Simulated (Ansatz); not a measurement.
# Si5W: what a guessed cell relaxes into

Where does this trial cell of Si5W go when cell and atoms are let free?

Method: DFT PBE, scalar-relativistic, plane waves, PAW, in Ansatz 0.2.0.

2 further runs of the same task are left out: 1 that didn't finish, 1 set aside as unsound or not needed. Runs told in other sessions of the task aren't counted.

**1. The system as given**

The structure is hexagonal, space group P6/mmm (No. 191). Conventional cell: a = 5.242 Å, b = 5.242 Å, c = 4.219 Å, α = 90.00°, β = 90.00°, γ = 120.00°. Around Si (site symmetry -6m2) lie 9 Si at 2.60 to 3.03 Å and 3 W at 3.03 Å. Around Si (site symmetry mmm) lie 8 Si at 2.60 to 2.62 Å and 4 W at 3.36 Å. Around W (site symmetry 6/mmm) lie 18 Si at 3.03 to 3.36 Å.

Structure file:

```
CELL_PARAMETERS angstrom
5.24192 0.00000 0.00000
-2.62096 4.53964 0.00000
0.00000 0.00000 4.21939
ATOMIC_POSITIONS crystal
Si 0.33333 0.66667 0.00000
Si 0.66667 0.33333 0.00000
Si 0.50000 0.00000 0.50000
Si 0.50000 0.50000 0.50000
Si 0.00000 0.50000 0.50000
W 0.00000 0.00000 0.00000
```

A structure generator made this guess: species swapped into a database cell of TbCo5 (P6/mmm, No. 191), with W on the Tb sites and Si on the Co sites. Lengths come from tabulated atomic sizes and are only a guess.

**2. A first look at the guess**

input.yaml

```yaml
crystal:
  lattice:
    - [5.24192124, 0.0, 0.0]
    - [-2.62096062, 4.53963695, 0.0]
    - [0.0, 0.0, 4.21939166]
  atoms:
    - { symbol: Si, position: [0.33333333, 0.66666667, 0.0] }
    - { symbol: Si, position: [0.66666667, 0.33333333, 0.0] }
    - { symbol: Si, position: [0.5, 0.0, 0.5] }
    - { symbol: Si, position: [0.5, 0.5, 0.5] }
    - { symbol: Si, position: [0.0, 0.5, 0.5] }
    - { symbol: W, position: [0.0, 0.0, 0.0] }
basis:
  ecutwfc: 420
kpoints:
  mp_grid: { grid: [6, 6, 4] }
hamiltonian:
  xc: pbe
scf:
  occupations: { method: gaussian, width: 0.1 }
  lower_state_search: "off"
output:
  forces: true
  stress: true
  eigenvalues: true
```

The run is started by

```bash
> ansatz run input.yaml --threads 1 --pin off --max-ram 2560MiB --backend cpu --events-out ev --progress --plain --runs-dir out
```

Further runs follow: coarse relaxation; final relaxation.

Before running it: what results should come out? Wanted: conventional cell; volume; energy over the elements; gap on the mesh.

The runs gave:

```
                              quantity                                                                       value
symmetry at the end (tolerance 0.05 Å)                                                space group P6/mmm (No. 191)
                     conventional cell  a = 4.708 Å, b = 4.708 Å, c = 4.688 Å, α = 90.00°, β = 90.00°, γ = 120.00°
                                volume                                                               15.00 Å³/atom
              energy over the elements                                                               +0.75 eV/atom
                       gap on the mesh                                                                none (metal)
```

What this shows: The space group P6/mmm (No. 191) is kept, and the volume per atom shrinks by 10.4 % from the first guess. The formation energy is positive, so the separate elements lie lower. No finished test with a distortion of lower symmetry is shown, so the end may be a saddle point. The runs treat W without spin-orbit coupling.
